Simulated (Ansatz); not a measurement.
**H2O2S2W: reading failed and doubtful runs**

Aim: try 4 inputs for H2O2S2W as typed, read how each ends, and find what has to change.

Method: the settings change from run to run; program: Ansatz 0.2.0, Gaussian basis.

### Step 1. The molecule

An earlier PBE0-D4 in a triple-zeta def2 set relaxation fixed the geometry. W takes a core potential in def2 sets; no spin-orbit term is included.

7 atoms, charge 0, spin multiplicity 1.

Atoms are counted from 1 here; the program's logs count them from 0.

Bond lengths: O1–W2 1.871 Å, O1–H6 0.961 Å, W2–O3 1.871 Å, W2–S4 2.123 Å, W2–S5 2.126 Å, O3–H7 0.961 Å. Angles: W2–O1–H6 122.9°, O1–W2–O3 110.2°, O1–W2–S4 109.8°, O1–W2–S5 108.4°, O3–W2–S4 109.8°, O3–W2–S5 108.4°, S4–W2–S5 110.1°, W2–O3–H7 122.9°.

Geometry (Å):

```
O    -0.55931    1.01605   -1.27676
W     0.32642    0.13974    0.11924
O     0.27622   -1.71207   -0.14450
S    -0.58999    0.62764    1.97105
S     2.35882    0.76337    0.12209
H    -1.43941    1.39022   -1.18273
H    -0.31145   -2.29306    0.34592
```

### Step 2. Attempt 1

Input file in.yaml:

```yaml
crystal:
  periodic: [false, false, false]
  atoms:
    - {symbol: O, position_ang: [-0.559311, 1.016054, -1.276762]}
    - {symbol: W, position_ang: [0.326423, 0.139744, 0.119241]}
    - {symbol: O, position_ang: [0.276217, -1.712066, -0.144502]}
    - {symbol: S, position_ang: [-0.589990, 0.627640, 1.971050]}
    - {symbol: S, position_ang: [2.358822, 0.763373, 0.122087]}
    - {symbol: H, position_ang: [-1.439412, 1.390220, -1.182733]}
    - {symbol: H, position_ang: [-0.311450, -2.293064, 0.345920]}
basis:
  gaussian: {orbitals: def2-TZVP, fitting: {mean_field: cc-pVTZ-jkfit}}
magnetization: {spin_polarized: true, initial_magnetization: 0}
hamiltonian: {xc: {name: SPW92}}
accuracy: high
scf: {lower_state_search: full}
output: {forces: true}
```

Run with:

```bash
ansatz run in.yaml --threads 4 --pin off --events-out ev --progress --plain --max-ram 10444MiB
```

Standard output:

```text
Functional definition: SPW92
  name "SPW92"
  cite "Dirac, Proc. Camb. Phil. Soc. 26, 376 (1930) doi:10.1017/S0305004100016108"
  cite "Slater, Phys. Rev. 81, 385 (1951) doi:10.1103/PhysRev.81.385"
  cite "Perdew & Wang, Phys. Rev. B 45, 13244 (1992) doi:10.1103/PhysRevB.45.13244"
  exchange = slater_x
  correlation = pw_c
Error: <dir> the basis set cc-pVTZ-JKFIT has no functions for W
```

It took 0.05 s on 4 threads of Arm Neoverse V1, shared host.

What is wrong: The program refused the input. The fitting set named has no entry for an element of this molecule. Cure: leave the fitting key out, or name a set that covers all elements and suits the basis.

### Step 3. Attempt 2

Input file in.yaml:

```yaml
crystal:
  periodic: [false, false, false]
  atoms:
    - {symbol: O, position_ang: [-0.832643, 0.672559, -1.084307]}
    - {symbol: W, position_ang: [0.252461, 0.154816, 0.257193]}
    - {symbol: O, position_ang: [0.122697, -1.745415, -0.412001]}
    - {symbol: S, position_ang: [-0.623836, 0.837873, 2.013463]}
    - {symbol: S, position_ang: [2.223804, 0.866289, 0.421767]}
    - {symbol: H, position_ang: [-1.486686, 1.570380, -1.202399]}
    - {symbol: H, position_ang: [-0.343319, -2.379749, 0.288367]}
basis:
  gaussian: {orbitals: def2-TZVP}
magnetization: {spin_polarized: true, initial_magnetization: 1}
hamiltonian: {xc: {name: B2GP-PLYP}}
```

Launched as before.

Standard output:

```text
Error: a molecule whose nuclei and cores have a total charge of 64 cannot have a net charge of 0 together with 1 unpaired electrons
```

Wall time 0.05 s (4 threads of Arm Neoverse V1, shared host).

What is wrong: The program refused the input. The number of unpaired electrons doesn't fit the electron count. Its coordinates are also moved off the relaxed structure. Cure: make charge and initial_magnetization agree: an even electron count takes an even number of unpaired electrons.

### Step 4. Attempt 3

Input file in.yaml:

```yaml
crystal:
  periodic: [true, true, true]
  atoms:
    - {symbol: O, position_ang: [-0.559311, 1.016054, -1.276762]}
    - {symbol: W, position_ang: [0.326423, 0.139744, 0.119241]}
    - {symbol: O, position_ang: [0.276217, -1.712066, -0.144502]}
    - {symbol: S, position_ang: [-0.589990, 0.627640, 1.971050]}
    - {symbol: S, position_ang: [2.358822, 0.763373, 0.122087]}
    - {symbol: H, position_ang: [-1.439412, 1.390220, -1.182733]}
    - {symbol: H, position_ang: [-0.311450, -2.293064, 0.345920]}
basis:
  gaussian: {orbitals: x2c-TZVPPall}
magnetization: {spin_polarized: true, initial_magnetization: 0}
hamiltonian: {xc: {name: LC-wPBE}}
output: {forces: true}
```

The command is unchanged.

Standard output:

```text
Error: YAML parse error: error: line 2 column 3: crystal: missing field `lattice` (a structure is typed as `lattice` and `atoms`, a molecule's as `atoms` in Å alone, or read from a run's directory, `checkpoint`)
 --> <input>:2:3
  |
1 | crystal:
2 |   periodic: [true, true, true]
  |   ^ crystal: missing field `lattice` (a structure is typed as `lattice` and `atoms`, a molecule's as `atoms` in Å alone, or read from a run's directory, `checkpoint`)
3 |   atoms:
4 |     - {symbol: O, position_ang: [-0.559311, 1.016054, -1.276762]}
  |
```

Run time: 0.05 s. Hardware: 4 threads of Arm Neoverse V1, shared host.

Diagnosis: The program refused the input. The molecule is marked periodic without a cell. Cure: set periodic to false, or give a lattice.

### Step 5. Attempt 4

Input file in.yaml:

```yaml
crystal:
  periodic: [false, false, false]
  atoms:
    - {symbol: O, position_ang: [-1.056945, 1.920065, -2.412731]}
    - {symbol: W, position_ang: [0.616851, 0.264077, 0.225333]}
    - {symbol: O, position_ang: [0.521974, -3.235338, -0.273070]}
    - {symbol: S, position_ang: [-1.114919, 1.186068, 3.724746]}
    - {symbol: S, position_ang: [4.457529, 1.442566, 0.230712]}
    - {symbol: H, position_ang: [-2.720095, 2.627136, -2.235043]}
    - {symbol: H, position_ang: [-0.588555, -4.333265, 0.653694]}
basis:
  gaussian: {orbitals: def2-TZVP}
hamiltonian: {xc: {name: HF}}
```

Launched as before.

Standard output, shortened:

```text
Functional definition: HF
  name "HF"
  cite "Fock, Z. Phys. 61, 126 (1930) doi:10.1007/BF01340294"
  parent pbe
[...]
1605 factors; their error is unknown
[...]
mean field -27519.89224384 eV, -1011.3373863082 hartree, gradient 7.5e-6 eV, S^2 0.000000; 3 other end points of the search recorded, 0 dependent functions left out
reference -27519.89224384 eV, -1011.3373863082 hartree; 32, 32 occupied and 156, 156 virtual orbitals, 1605 factors
Total energy: -27519.89224384 eV, -1011.3373863082 hartree
```

It took 38 s on 4 threads of Arm Neoverse V1, shared host; peak memory 0.59 GiB.

Diagnosis: The run converged, but a converged run isn't a right one. The coordinates are in bohr but typed as ångström. The shortest distance is 1.82 Å (O1–H6), against 0.96 Å in the relaxed molecule. Its energy is no property of the relaxed molecule. To mend it, take the coordinates from the file in ångström.

### Step 6. Summary

| attempt | level | ended | cause | time |
| --- | --- | --- | --- | --- |
| 1 | SPW92/def2-TZVP | refused | the fitting set named has no entry for an element of this molecule | 0.05 s |
| 2 | B2GP-PLYP/def2-TZVP | refused | the number of unpaired electrons doesn't fit the electron count | 0.05 s |
| 3 | LC-wPBE/x2c-TZVPPall | refused | the molecule is marked periodic without a cell | 0.05 s |
| 4 | HF/def2-TZVP | converged | the coordinates are in bohr but typed as ångström | 38 s |

3 refused, 1 converged. A refusal costs next to no computing time. The dangerous case is the input that converges on a wrong geometry, charge, spin, basis or grid: often only a look at the input shows it.
